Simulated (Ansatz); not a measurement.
# CH4FSSi: the cost of one run

Method: the settings change from run to run; program: Ansatz 0.2.0, Gaussian basis.

**1. The molecule**

The geometry comes from an earlier relaxation with PBE0-D4 in a triple-zeta def2 set; it is a stationary point, not always the lowest conformer.

8 atoms, charge 0, spin multiplicity 2.

Atoms are counted from 1 here; the program's logs count them from 0.

Bond lengths: C1–Si2 1.856 Å, C1–H5 1.093 Å, C1–H6 1.091 Å, C1–H7 1.092 Å, Si2–F3 1.600 Å, Si2–S4 2.109 Å, Si2–H8 1.485 Å. Angles: Si2–C1–H5 109.4°, Si2–C1–H6 110.6°, Si2–C1–H7 110.8°, H5–C1–H6 109.0°, H5–C1–H7 108.3°, H6–C1–H7 108.7°, C1–Si2–F3 107.9°, C1–Si2–S4 110.2°, C1–Si2–H8 114.1°, F3–Si2–S4 112.3°, F3–Si2–H8 106.5°, S4–Si2–H8 105.8°.

As a file:

```xyz
8

C    -0.2926    0.9540    0.1197
Si    0.3679   -0.7656   -0.1043
F     1.0313   -1.2229    1.2784
S    -1.1766   -2.0628   -0.7197
H     0.5061    1.6043    0.4855
H    -0.6662    1.3489   -0.8265
H    -1.1056    0.9658    0.8485
H     1.4279   -0.8787   -1.1375
```

**2. RPBE/6-31++G****

This run has atoms shaken by 0.15 Å, D3(BJ) dispersion, high accuracy.

in.yaml

```yaml
crystal:
  periodic: [false, false, false]
  atoms:
    - {symbol: C, position_ang: [-0.169268, 0.996940, 0.068361]}
    - {symbol: Si, position_ang: [0.208414, -0.893697, 0.006541]}
    - {symbol: F, position_ang: [0.953263, -0.940516, 1.418351]}
    - {symbol: S, position_ang: [-1.372412, -2.093812, -0.946457]}
    - {symbol: H, position_ang: [0.376380, 1.537061, 0.672065]}
    - {symbol: H, position_ang: [-0.747449, 1.431190, -0.984920]}
    - {symbol: H, position_ang: [-1.195180, 0.911995, 0.914834]}
    - {symbol: H, position_ang: [1.154294, -0.674594, -1.445242]}
basis:
  gaussian: {orbitals: "6-31++G**"}
magnetization: {spin_polarized: true, initial_magnetization: 1}
hamiltonian: {xc: {name: RPBE}, dispersion: d3bj}
accuracy: high
```

On the command line:

```console
ansatz run in.yaml --threads 4 --pin off --events-out ev --progress --plain --max-ram 10444MiB
```

**Question.** How long does this run take on 4 threads of Arm Neoverse V1, shared host, and how much memory does it need?

About 5.5 s, with a peak of 0.37 GiB.
